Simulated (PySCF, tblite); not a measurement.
**C2H8F3NSi2: geometry, infrared bands and NMR shifts**

What infrared bands and NMR shifts should C2H8F3NSi2 (`CN([SiH3])C[Si](F)(F)F`) show?

Programs: tblite 0.8.0 and PySCF 2.14.0, with density-fitted response routines of our own. Each step states its level of theory. These are calculated values for one molecule in the gas phase, unless marked as measured. Atoms are numbered from 0 throughout.

## Step 1: The starting structure

16 atoms, charge 0, multiplicity 1; geometry from: force field or distance geometry start.

Bonds of the start (Å): C0–N1 1.46, N1–Si2 1.73, N1–C3 1.50, C3–Si4 1.91, Si4–F5 1.60, Si4–F6 1.60, Si4–F7 1.59, C0–H8 1.10, C0–H9 1.09, C0–H10 1.09, Si2–H11 1.47, Si2–H12 1.49, Si2–H13 1.48, C3–H14 1.09, C3–H15 1.10.

## Step 2: Relaxing the molecule with GFN2-xTB

The job: settings as JSON, then the geometry in Å.

```
{"job": {"kind": "relax", "xc": "GFN2-xTB", "basis": "xTB"}, "charge": 0, "multiplicity": 1}
C     -0.448400     1.642800    -0.440100
N     -0.699000     0.199500    -0.440300
Si    -1.854000    -0.505900     0.637800
C      0.535900    -0.535800    -0.866700
Si     1.938600    -0.773300     0.403500
F      3.151600    -1.536100    -0.317600
F      2.435000     0.668500     0.904200
F      1.420600    -1.633600     1.642300
H     -1.398700     2.196900    -0.440000
H      0.071500     1.959900    -1.339600
H      0.116900     1.968100     0.432600
H     -1.349100    -0.334600     2.010500
H     -3.145400     0.223100     0.459000
H     -1.976400    -1.935500     0.278200
H      0.953800    -0.051400    -1.747500
H      0.239500    -1.543500    -1.187800
```

Launch:

```bash
$ OMP_NUM_THREADS=1 python probes_run.py task.json out
```

One launch serves the whole session: the jobs run in the order shown.

**Question.** This job is followed by: GFN2-xTB harmonic vibrations, gas phase; GIAO PBE0/pcSseg-1 NMR shielding, non-relativistic, gas phase. What will the session give for the following? strongest single infrared mode (GFN2-xTB); zero-point energy (GFN2-xTB); 13C shifts against TMS (PBE0/pcSseg-1); 1H shifts against TMS (PBE0/pcSseg-1, means over atoms taken as alike); 15N shifts against NH3 (PBE0/pcSseg-1); 29Si shifts against TMS (PBE0/pcSseg-1); 19F shifts against CFCl3 (PBE0/pcSseg-1, means over atoms taken as alike).

**Answer**, as computed:

```
                                                                 quantity                 value
                                strongest single infrared mode (GFN2-xTB)  824 cm⁻¹, 382 km/mol
                                             zero-point energy (GFN2-xTB)         64.9 kcal/mol
                                   13C shifts against TMS (PBE0/pcSseg-1)        43.1, 41.6 ppm
   1H shifts against TMS (PBE0/pcSseg-1, means over atoms taken as alike)  4.64, 2.97, 2.67 ppm
                                   15N shifts against NH3 (PBE0/pcSseg-1)               5.8 ppm
                                  29Si shifts against TMS (PBE0/pcSseg-1)      -41.0, -54.2 ppm
19F shifts against CFCl3 (PBE0/pcSseg-1, means over atoms taken as alike)            -142.5 ppm
```

Over 141 steps the energy fell by 0.266 eV; of the close pairs, N1–C3 changed most, 1.499 to 1.450 Å. All 42 modes are real, so the xTB geometry is a minimum. The strongest single mode, at 824 cm⁻¹, moves mainly H13, H12 and H11. GFN2-xTB is a fitted tight-binding method: band positions and strengths are rough. Its intensities can rank the bands wrongly. The most deshielded carbon is C0 (methyl carbon bonded to N), at 43.1 ppm: deshielded by the electronegative neighbour.
